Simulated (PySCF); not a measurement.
# A diatomic session: KCa

The task here is to estimate one member of a computed series from the others.

Computed with PySCF 2.14.0. Level: K def2-SVP, Ca def2-SVP, no relativity.

Set-up of the first run:

Settings of the job:

- atoms: K, Ca
- charge: 0
- basis: K def2-SVP, Ca def2-SVP
- Hamiltonian: no relativity
- basis functions: 48
- electrons treated: 39
- masses in u: 38.9637, 39.9626
- levels: PBE0, PBE, r²SCAN, BP86, M06-2X, r²SCANh, HF, MP2, SCS-MP2, CCSD, CCSD(T)
- grid: 80 radial by 434 angular points
- occupations: held fixed by the projection of orbital angular momentum
- dissociation limit: K + Ca, each in its ground configuration
- starting distance in angstrom: 3.535
- values of 2S to try: 1, 3

Run with:

```
$ OMP_NUM_THREADS=1 python dia.py task.json out
```

Among the steps run: The job; PBE0 along the bond; Other states along the same grid; PBE (GGA); r²SCAN (meta-GGA); BP86; M06-2X; r²SCANh; ROHF (mean field); MP2 and coupled cluster.

One of the session's tables, all rows but one given; the rest of the session is left out.

| level | Re (Å) | ωe (cm⁻¹) | De (eV) |
| --- | --- | --- | --- |
| ROHF-MP2 | 4.534 | 54.0 | 0.101 |
| ROHF-SCS-MP2 | ? | ? | ? |
| ROHF-CCSD | 4.440 | 60.5 | 0.123 |
| ROHF-CCSD(T) | 4.396 | 64.1 | 0.142 |
| PBE | 4.220 | 78.5 | 0.267 |
| BP86 | 4.252 | 73.7 | 0.219 |
| r²SCAN | 4.280 | 77.7 | 0.277 |
| r²SCANh | 4.281 | 77.1 | 0.268 |
| PBE0 | 4.260 | 76.1 | 0.231 |
| M06-2X | 4.120 | 83.7 | 0.275 |

Estimate the missing values for ROHF-SCS-MP2.

As computed: Re (Å): 4.582; ωe (cm⁻¹): 50.9; De (eV): 0.084. In the column «Re (Å)» it is the highest.

De is counted to K + Ca in their ground configurations. No constants: ROHF (no minimum is bracketed among the points kept).

Limits of these values: The bond is weak, and basis-set superposition, which was not computed, may be a sizeable part of it.
